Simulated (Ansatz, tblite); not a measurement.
# Sn3Cl8: a ladder of methods and basis sets

The task here is to estimate one member of a computed series from the others.

Program: Ansatz 0.2.0, Gaussian basis. Level of theory: as each input shows. These are calculated values, not measurements.

Plan: GFN1-xTB, GFN2-xTB, PBE-D4/def2-TZVP, r2SCAN-D4/def2-TZVP, B3LYP-D4/def2-TZVP, r2SCANh-D4/def2-TZVP, PBE-D4/def2-SVP, PBE0-D4/def2-SVP, MP2/def2-SVP.

6 further runs of the same task are left out: 3 that didn't finish, 3 set aside as unsound or not needed. Runs told in other sessions of the task aren't counted.

## The relaxed structure

The singlet was relaxed beforehand with r2SCAN-D4/def2-SVP.

11 atoms, charge 0, spin multiplicity 1.

Bond lengths: Sn1–Cl2 2.346 Å, Sn1–Cl3 2.340 Å, Sn1–Cl4 2.340 Å, Sn1–Sn5 2.827 Å, Sn5–Cl6 2.345 Å, Sn5–Cl7 2.346 Å, Sn5–Sn8 2.825 Å, Sn8–Cl9 2.341 Å, Sn8–Cl10 2.340 Å, Sn8–Cl11 2.344 Å. Angles: Cl2–Sn1–Cl3 108.2°, Cl2–Sn1–Cl4 108.0°, Cl2–Sn1–Sn5 106.8°, Cl3–Sn1–Cl4 108.2°, Cl3–Sn1–Sn5 114.0°, Cl4–Sn1–Sn5 111.5°, Sn1–Sn5–Cl6 109.2°, Sn1–Sn5–Cl7 109.2°, Sn1–Sn5–Sn8 113.0°, Cl6–Sn5–Cl7 107.0°, Cl6–Sn5–Sn8 109.1°, Cl7–Sn5–Sn8 109.1°, Sn5–Sn8–Cl9 110.9°, Sn5–Sn8–Cl10 113.8°, Sn5–Sn8–Cl11 107.6°, Cl9–Sn8–Cl10 108.2°, Cl9–Sn8–Cl11 108.1°, Cl10–Sn8–Cl11 108.2°.

Sn takes a core potential in the def2 sets. No spin-orbit coupling is included.

PBE0-D4/def2-TZVP was run before; its log isn't repeated, and its numbers join the tables.

Set-up of the first run:

Tight binding, by tblite at 300 K electronic temperature and without a spin-polarisation term:

```python
tblite.interface.Calculator('GFN1-xTB', numbers, positions, charge=0, uhf=0).singlepoint()
```

Tight binding, by tblite at 300 K electronic temperature and without a spin-polarisation term:

```python
tblite.interface.Calculator('GFN2-xTB', numbers, positions, charge=0, uhf=0).singlepoint()
```

start.molden holds the orbitals of an earlier run on this state, given as this run's starting guess.

The input, in.yaml:

```yaml
crystal:
  periodic: [false, false, false]
  atoms:
    - {symbol: Sn, position_ang: [1.065077, -0.124447, 2.139313]}
    - {symbol: Cl, position_ang: [0.718478, 2.193385, 2.247392]}
    - {symbol: Cl, position_ang: [0.426418, -1.053712, 4.189373]}
    - {symbol: Cl, position_ang: [3.356325, -0.499788, 1.846654]}
    - {symbol: Sn, position_ang: [-0.428043, -1.072235, -0.065604]}
    - {symbol: Cl, position_ang: [-2.535958, -1.782425, 0.678471]}
    - {symbol: Cl, position_ang: [0.646858, -2.948081, -0.975240]}
    - {symbol: Sn, position_ang: [-0.765725, 0.870862, -2.087696]}
    - {symbol: Cl, position_ang: [-2.477519, 2.367490, -1.532396]}
    - {symbol: Cl, position_ang: [-1.241667, -0.032323, -4.193326]}
    - {symbol: Cl, position_ang: [1.235754, 2.081265, -2.246951]}
basis:
  gaussian: {orbitals: def2-TZVP, initial_orbitals: start.molden}
hamiltonian: {xc: pbe, dispersion: d4}
scf: {omitted_lower_state_checks: [starts]}
output: {orbitals: {seedname: orbitals}}
```

Launch:

```bash
> ansatz run in.yaml --threads 4 --pin off --events-out ev --progress --plain --max-ram 6963MiB
```

Among the steps run: PBE-D4/def2-TZVP; r2SCAN-D4/def2-TZVP; B3LYP-D4/def2-TZVP; r2SCANh-D4/def2-TZVP; PBE-D4/def2-SVP; PBE0-D4/def2-SVP; MP2/def2-SVP.

One table of the session follows, with a row left open; its other results are not shown here.

It belongs to the step «Binding energy». 

```
               level  binding an atom (eV)
         HF/def2-SVP                 1.824
     PBE-D4/def2-SVP                 2.862
    PBE-D4/def2-TZVP                 2.870
 r2SCAN-D4/def2-TZVP                 2.823
r2SCANh-D4/def2-TZVP                     ?
  B3LYP-D4/def2-TZVP                 2.707
    PBE0-D4/def2-SVP                 2.768
   PBE0-D4/def2-TZVP                 2.796
        MP2/def2-SVP                 2.571
```

Q: Estimate the row for r2SCANh-D4/def2-TZVP from the others.

The run gave: binding an atom (eV): 2.786. In the column «binding an atom (eV)» it lies between PBE0-D4/def2-SVP (2.768) and PBE0-D4/def2-TZVP (2.796).

To keep in mind: Free atoms were run apart at each level; binding is atoms less cluster, divided by the number of atoms, without zero-point or spin-orbit terms.
